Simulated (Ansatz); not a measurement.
**GaH4+ (triplet): the correlation ladder at distance Ga1–H4 = 2.655 Å, cc-pVDZ**

An exercise on one series of results from a longer session: the logs are not shown, and one member is left open.

Method: cc-pVDZ, core rule «outside noble gas», up to 14 orbitals frozen; program: Ansatz 0.2.0, Gaussian basis.

The runs, in order: UHF; CCSD(T) on ROHF; CCSD(T) on UHF; BCCD(T) on ROHF; CISD as a restricted active space (open shells left free, so some higher excitations enter); CCSDT(Q) on ROHF; CCSDT(Q) on UHF; CASSCF and MRCISD+Q, 4 electrons in 4 orbitals; CASSCF and NEVPT2, 4 electrons in 4 orbitals; Full CI.

29 further runs of the same task are left out: 10 for a known fault of the program, 12 that didn't finish, 7 set aside as unsound or not needed. Runs told in other sessions of the task aren't counted.

## The system

The geometry derives from a PBE0/def2-TZVP stationary point (not a proven minimum). One bond is set to the value named and the two fragments are kept rigid. No spin-orbit coupling is included. The filled d shell of Ga may be among the frozen orbitals whatever the setting's name suggests.

5 atoms, charge 1, spin multiplicity 3.

Atoms are counted from 1 here; the program's logs count them from 0.

Bond lengths: Ga1–H2 1.643 Å, Ga1–H3 1.643 Å, Ga1–H5 1.643 Å. Angles: H2–Ga1–H3 69.0°, H2–Ga1–H5 132.8°, H3–Ga1–H5 132.8°.

The first run:

The input, in.yaml:

```yaml
crystal:
  periodic: [false, false, false]
  atoms:
    - {symbol: Ga, position_ang: [0.005505, -0.005492, 0.011436]}
    - {symbol: H, position_ang: [0.658009, 0.658614, 1.365305]}
    - {symbol: H, position_ang: [-0.657010, -0.659585, 1.365317]}
    - {symbol: H, position_ang: [-1.051401, 1.048845, -2.184094]}
    - {symbol: H, position_ang: [0.669601, -0.667998, -1.337571]}
basis:
  gaussian: {orbitals: cc-pVDZ}
total_charge: 1
magnetization: {spin_polarized: true, initial_magnetization: 2}
hamiltonian: {xc: hf}
output: {orbitals: {seedname: orbitals}}
```

The run is started by

```bash
> ansatz run in.yaml --threads 1 --pin off --events-out ev --progress --plain --max-ram 2393MiB
```

Among the steps run: UHF; CCSD(T) on ROHF; CCSD(T) on UHF; BCCD(T) on ROHF; CISD as a restricted active space (open shells left free, so some higher excitations enter); CCSDT(Q) on ROHF; CCSDT(Q) on UHF; CASSCF and MRCISD+Q, 4 electrons in 4 orbitals; CASSCF and NEVPT2, 4 electrons in 4 orbitals; Full CI.

One table of the session follows, with a row left open; its other results are not shown here.

| method | from FCI (meV) |
| --- | --- |
| ROHF | +2482.9 |
| UHF | +2244.9 |
| RMP2 | +669.3 |
| UMP2 | +677.6 |
| RCCSD | +61.2 |
| UCCSD | +54.7 |
| RCCSD(T) | +19.0 |
| UCCSD(T) | ? |
| BCCD(T) | +18.9 |
| RCCSDT | +1.4 |
| UCCSDT | -0.8 |
| RCCSDT(Q) | +0.7 |
| UCCSDT(Q) | -1.6 |
| CASSCF pair | +1882.3 |
| NEVPT2 pair | +609.0 |
| MRCISD pair | +83.8 |
| MRCISD+Q pair | -14.1 |
| FCI | 0 |

Estimate the missing values for UCCSD(T).

**Answer.** from FCI (meV): +16.9. In the column «from FCI (meV)» it lies between RCCSDT (+1.4) and BCCD(T) (+18.9).

Not comparable, so not listed: CISD as a restricted active space (open shells left free, so some higher excitations enter) (they don't share determinant, frozen orbitals or solution with the rows shown, or repeat one).

To keep in mind: MRCISD+Q pair falls below full CI: the +Q correction isn't variational, and the cores differ from full CI's. Levels on UHF freeze UHF's core orbitals, full CI those of ROHF, so the U rows can settle a little off it for that reason alone. Restricted and unrestricted rows rest on different reference determinants; a gap between their highest levels can come from leftover correlation error, from unlike frozen cores or from another state.
